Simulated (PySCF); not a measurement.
# KLi under other conditions

One physical setting of the base script is moved in each run, with the edits that it forces.

Method: method and basis as typed in the scripts; program: PySCF 2.14.0.

2 further runs of the same task are left out: 2 that didn't finish.

### Step 1. The starting structure

KLi: 2 atoms, charge 0, spin multiplicity 1.

No contacts short enough for the rule that draws bonds.

### Step 2. The base run

Input file input.py:

```python
from pyscf import gto, scf, cc

mol = gto.M(
    atom='K 0 0 0; Li 0 0 3.714',
    basis='sto-3g',
    charge=0,
    spin=0,
    verbose=4,
)
mf = scf.RHF(mol)
mf = mf.density_fit(auxbasis='def2-universal-jkfit')
mf.kernel()
mycc = cc.CCSD(mf)
mycc.kernel()
mycc.ccsd_t()
mf.dip_moment()
print('orbital energies (hartree):', mf.mo_energy[..., max(0, mol.nelec[1]-3):mol.nelec[0]+3].round(4))
```

On the command line:

```bash
$ python input.py
```

Its log is not repeated here.

It gives: E(SCF) = -600.415086 Eh, 7 cycles, E(CCSD) − E(SCF) = -0.04361 Eh, (T) = -0.00073 Eh, μ = 7.35 D (of the SCF density).

The bond length is a typed value, not an optimised one.

### Step 3. Bond 7.428 Å

Edit 1 changes bond length: 3.714 Å → 7.428 Å.

Input file input.py:

```python
from pyscf import gto, scf, cc

mol = gto.M(
    atom='K 0 0 0; Li 0 0 7.428',
    basis='sto-3g',
    charge=0,
    spin=0,
    verbose=4,
)
mf = scf.RHF(mol)
mf = mf.density_fit(auxbasis='def2-universal-jkfit')
mf.kernel()
mycc = cc.CCSD(mf)
mycc.kernel()
mycc.ccsd_t()
mf.dip_moment()
print('orbital energies (hartree):', mf.mo_energy[..., max(0, mol.nelec[1]-3):mol.nelec[0]+3].round(4))
```

On the command line:

```bash
$ python input.py
```

### Step 4. Bond 3.268 Å

Edit 2 changes bond length: 3.714 Å → 3.268 Å.

input.py: that of step 2 with these lines changed.

```diff
@@ -3,3 +3,3 @@
 mol = gto.M(
-    atom='K 0 0 0; Li 0 0 3.714',
+    atom='K 0 0 0; Li 0 0 3.268',
     basis='sto-3g',
```

### Step 5. Charge +1 (doublet, UHF)

Edit 3 changes charge: 0 → 1; spin (2S): 0 → 1; SCF type: RHF → UHF.

Input file input.py:

```python
from pyscf import gto, scf, cc

mol = gto.M(
    atom='K 0 0 0; Li 0 0 3.714',
    basis='sto-3g',
    charge=1,
    spin=1,
    verbose=4,
)
mf = scf.UHF(mol)
mf = mf.density_fit(auxbasis='def2-universal-jkfit')
mf.kernel()
mycc = cc.CCSD(mf)
mycc.kernel()
mycc.ccsd_t()
mf.dip_moment()
print('orbital energies (hartree):', [e[max(0, n-3):n+3].round(4) for e, n in zip(mf.mo_energy, mol.nelec)])
```

### Step 6. Bond 0.3 Å

Edit 4 changes bond length: 3.714 Å → 0.3 Å.

input.py: that of step 2 with these lines changed.

```diff
@@ -3,3 +3,3 @@
 mol = gto.M(
-    atom='K 0 0 0; Li 0 0 3.714',
+    atom='K 0 0 0; Li 0 0 0.3',
     basis='sto-3g',
```

Before running it: what results should come out? Wanted: for each run, E(SCF); from base; gap, α spin; SCF dipole; after the SCF.

As calculated:

```csv
run,E(SCF) (hartree),from base (eV),cycles,"gap, α spin (eV)",SCF dipole (D),after the SCF
base,-600.415086,0,7,5.63,7.35,CCSD(T) correlation -1.207 eV
bond 7.428 Å,-600.318885,+2.6178,12,2.01,17.88,CCSD(T) correlation -2.597 eV
bond 3.268 Å,-600.424344,-0.2519,7,6.18,6.28,CCSD(T) correlation -1.206 eV
"charge +1 (doublet, UHF)",-600.343272,+1.9542,8,7.81,n/a,CCSD(T) correlation -0.399 eV
bond 0.3 Å (poor choice),-573.332827,+736.9458,8,7.41,4.63,CCSD(T) correlation -1.238 eV
```

Of the runs whose energies can be compared, “bond 0.3 Å” moves the SCF energy most (+736.946 eV). At the SCF level, going to the doublet with one electron fewer costs 1.95 eV at fixed geometry, against 2.26 eV for the negative of the highest filled level. With bond 7.428 Å the frontier gap moves by over 1.5 eV, which can mean another electronic state rather than the bond length alone. With bond 0.3 Å the frontier gap moves by over 1.5 eV, which can mean another electronic state rather than the bond length alone. Rows marked «poor choice» come from settings spoiled on purpose.
